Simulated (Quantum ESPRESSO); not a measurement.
Input of a Quantum ESPRESSO 7.5 run:

pw.in

```
&CONTROL
  calculation = 'scf'
  prefix = 'pwscf'
  outdir = './tmp'
  pseudo_dir = './pseudo'
  tprnfor = .true.
  tstress = .true.
  disk_io = 'low'
/
&SYSTEM
  ibrav = 0
  celldm(1) = 8
  nat = 3
  ntyp = 2
  ecutwfc = 70
  nbnd = 27
  input_dft = 'pbesol'
  occupations = 'smearing'
  smearing = 'mv'
  degauss = 0.00999582
/
&ELECTRONS
  conv_thr = 6d-10
  electron_maxstep = 120
  mixing_beta = 0.5
/
ATOMIC_SPECIES
Mg    24.3050 Mg_ONCV_PBE-1.2.upf
Ge    72.6300 Ge_ONCV_PBE-1.2.upf
CELL_PARAMETERS alat
  0.6909457337100  -0.7230291944113   0.0000000000000
  0.6909457337100   0.7230291944113   0.0000000000000
  0.0000000000000   0.0000000000000   0.9674617064979
ATOMIC_POSITIONS crystal
Mg     0.5000000000    0.5000000000    0.5000000000
Ge     0.5000000000    0.5000000000    0.0000000000
Ge     0.0000000000    0.0000000000    0.0000000000
K_POINTS automatic
4 4 5 0 0 0
```

scf2.in

```
&CONTROL
  calculation = 'scf'
  prefix = 'pwscf'
  outdir = './tmp'
  pseudo_dir = './pseudo'
  tprnfor = .true.
  tstress = .true.
  disk_io = 'low'
/
&SYSTEM
  ibrav = 0
  celldm(1) = 8
  nat = 3
  ntyp = 2
  ecutwfc = 70
  nbnd = 27
  input_dft = 'pbesol'
  occupations = 'smearing'
  smearing = 'mv'
  degauss = 0.00999582
/
&ELECTRONS
  conv_thr = 1d-11
  electron_maxstep = 120
  mixing_beta = 0.5
  startingpot = 'file'
  startingwfc = 'file'
/
ATOMIC_SPECIES
Mg    24.3050 Mg_ONCV_PBE-1.2.upf
Ge    72.6300 Ge_ONCV_PBE-1.2.upf
CELL_PARAMETERS alat
  0.6909457337100  -0.7230291944113   0.0000000000000
  0.6909457337100   0.7230291944113   0.0000000000000
  0.0000000000000   0.0000000000000   0.9674617064979
ATOMIC_POSITIONS crystal
Mg     0.5000000000    0.5000000000    0.5000000000
Ge     0.5000000000    0.5000000000    0.0000000000
Ge     0.0000000000    0.0000000000    0.0000000000
K_POINTS automatic
4 4 5 0 0 0
```

Contents of eels.in:

```
&LR_INPUT
  prefix = 'pwscf'
  outdir = './tmp'
  restart_step = 5000
  restart = .false.
/
&LR_CONTROL
  calculator = 'lanczos'
  approximation = 'TDDFT'
  q1 = 0.3890009162
  q2 = 0.3890009162
  q3 = 0.3890009162
  itermax = 400
/
```

The input spectrum.in:

```
&LR_INPUT
  prefix = 'pwscf'
  outdir = './tmp'
  eels = .true.
  itermax0 = 400
  itermax = 20000
  extrapolation = 'osc'
  epsil = 0.05
  units = 1
  start = 0
  end = 40
  increment = 0.2
/
```

Contents of spectrum_short.in:

```
&LR_INPUT
  prefix = 'pwscf'
  outdir = './tmp'
  eels = .true.
  itermax0 = 266
  itermax = 20000
  extrapolation = 'osc'
  epsil = 0.05
  units = 1
  start = 0
  end = 40
  increment = 0.2
/
```

Potentials or basis: SG15 PBE 1.2.

Command:

```bash
$ OMP_NUM_THREADS=1 pw.x -in pw.in > pw.out
$ OMP_NUM_THREADS=1 pw.x -in scf2.in > scf2.out
$ OMP_NUM_THREADS=1 turbo_eels.x -in eels.in > eels.out
$ OMP_NUM_THREADS=1 turbo_spectrum.x -in spectrum.in > spectrum.out
$ OMP_NUM_THREADS=1 turbo_spectrum.x -in spectrum_short.in > spectrum_short.out
```

Task: Estimate the peak of the energy-loss function.

Result: 16.8 eV.

Task: Predict the band gap on the k mesh.

Result: None (metal or under the smearing width).

Task: Predict the pressure.

Result: 13.6 GPa.

Stress tensor (GPa, compression positive):
```
-10.03   0.00   0.00
  0.00  -9.02   0.00
  0.00   0.00  59.90
```

Caveat: the k mesh is coarse (spacing up to 0.37 Å⁻¹), so the values aren't converged; the potentials were made for another functional, which shifts forces and pressure; the Lanczos chain is short for so many electrons, so humps in the spectrum may be artefacts.
